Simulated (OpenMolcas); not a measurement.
# Eu³⁺ among point charges: CASSCF levels and susceptibility

How does a field of 2 point charges split the states of Eu³⁺, and what χT follows?

The numbers are computed with OpenMolcas 26.06 (state-averaged CASSCF, spin-orbit coupling by RASSI with atomic mean-field integrals), except any that are marked as measured or tabulated.

## (1) What is computed

```
Species                           : Eu³⁺ (europium, Z = 63, 60 electrons)
Basis                             : ANO-RCC-VDZP [7s6p4d2f1g], 68 functions
Scalar Hamiltonian                : DKH2, point nucleus
Inactive shells                   : 1s 2s 2p 3s 3p 3d 4s 4p 4d 5s 5p
Active space                      : 6 electrons in 7 orbitals (4f)
Some configurations of this space : 4f6
Orbitals                          : optimised for the highest spin of each parity, averaged over all roots
```

Outer shells as boxes (Hund's rule):

4f6
```
4f [↑ ][↑ ][↑ ][↑ ][↑ ][↑ ][  ]
```

The ion sits among 2 point charges of -2 e arranged as a linear pair (D∞h), 2.45 Å from the ion.

The work runs as a chain of OpenMolcas steps in one folder; each step below is one input file. Labels, J, g values, rates, χT and fits are worked out afterwards by a script from the matrices that RASSI stores. The input lists half of the charges; inversion (Group=XYZ) makes the rest.

## (2) Basis and integrals

Contents of a.inp:

```
&GATEWAY
Coord
1

Eu 0.0 0.0 0.0
Basis=ANO-RCC-VDZP
Group=XYZ
NoMove
AngMom=0.0 0.0 0.0
AMFI
XField
1 Angstrom 0
0.000000 0.000000 2.450000 -2.000000
&SEWARD
```

## (3) Reference wave functions, septets of even parity, 7 roots

Contents of a.inp:

```
&RASSCF
FileOrb=start.orb
Symmetry=1
Spin=7
nActEl=6 0 0
Inactive=15 12
Ras2=0 7
CIRoot=7 7 1
SDav=7
CIMx=300
Iter=120 100
PrWF=0.3
OrbListing=Nothing
MaxOrb=0
>>> COPY $Project.JobIph JOB001
```

start.orb holds the contracted functions of the basis, ordered by shell, or the orbitals of the step before.

## (4) Reference wave functions, quintets of even parity, 140 roots

Contents of a.inp:

```
&RASSCF
FileOrb=start.orb
Symmetry=1
Spin=5
nActEl=6 0 0
Inactive=15 12
Ras2=0 7
CIRoot=140 140 1
SDav=140
CIMx=300
Iter=120 100
PrWF=0.3
OrbListing=Nothing
MaxOrb=0
CIOnly
>>> COPY $Project.JobIph JOB002
```

## (5) Reference wave functions, triplets of even parity, 162 roots

Contents of a.inp:

```
&RASSCF
FileOrb=start.orb
Symmetry=1
Spin=3
nActEl=6 0 0
Inactive=15 12
Ras2=0 7
CIRoot=162 162 1
SDav=588
CIMx=300
Iter=120 100
PrWF=0.3
OrbListing=Nothing
MaxOrb=0
CIOnly
>>> COPY $Project.JobIph JOB003
```

## (6) State interaction with spin-orbit coupling

Contents of a.inp:

```
&RASSI
NrOfJobIphs=2 7 67
1 2 3 4 5 6 7
1 2 3 4 5 6 7 8 9 10 11 12 13 14 15 16 17 18 19 20 21 22 23 24 25 26 27
28 29 30 31 32 33 34 35 36 37 38 39 40 41 42 43 44 45 46 47 48 49 50 51
52 53 54 55 56 57 58 59 60 61 62 63 64 65 66 67
IphNames
JOB001
JOB002
EJob
SpinOrbit
DIPRint=1.0
SOCoupling=1000.0
Subsets=2
Property=9
'ANGMOM' 1 'ANGMOM' 2 'ANGMOM' 3 'MLTPL  1' 1 'MLTPL  1' 2 'MLTPL  1' 3
'AMFI' 1 'AMFI' 2 'AMFI' 3
SOProperty=3
'ANGMOM' 1 'ANGMOM' 2 'ANGMOM' 3
```

**Question.** What will these runs give? Wanted: spin-free ground state; first state of the same spin within the active space; lowest level; next level.

As calculated:

```
                                            quantity                               value
                                              method                              CASSCF
                              spin-free ground state  7Sigma, 1-fold in its orbital part
first state of the same spin within the active space                     7Pi at 528 cm⁻¹
                                        lowest level                              1-fold
                                          next level                          179.3 cm⁻¹
                                         χT at 300 K                      1.71 cm³ K/mol
                           effective moment at 300 K                             3.70 μB
```

What this shows: The spin-free ground state (7Sigma) comes to 100 % from free-ion F terms and keeps the highest spin of the shell. The quintets, triplets rest on orbitals optimised for another spin in at least one step, which raises them against the optimised states. Not all states of the active space went into the spin-orbit step. High states of lower spin are left out of the spin-orbit mixing, and CASSCF puts spin-flip levels too high. This is an electrostatic model: the charges have no orbitals.
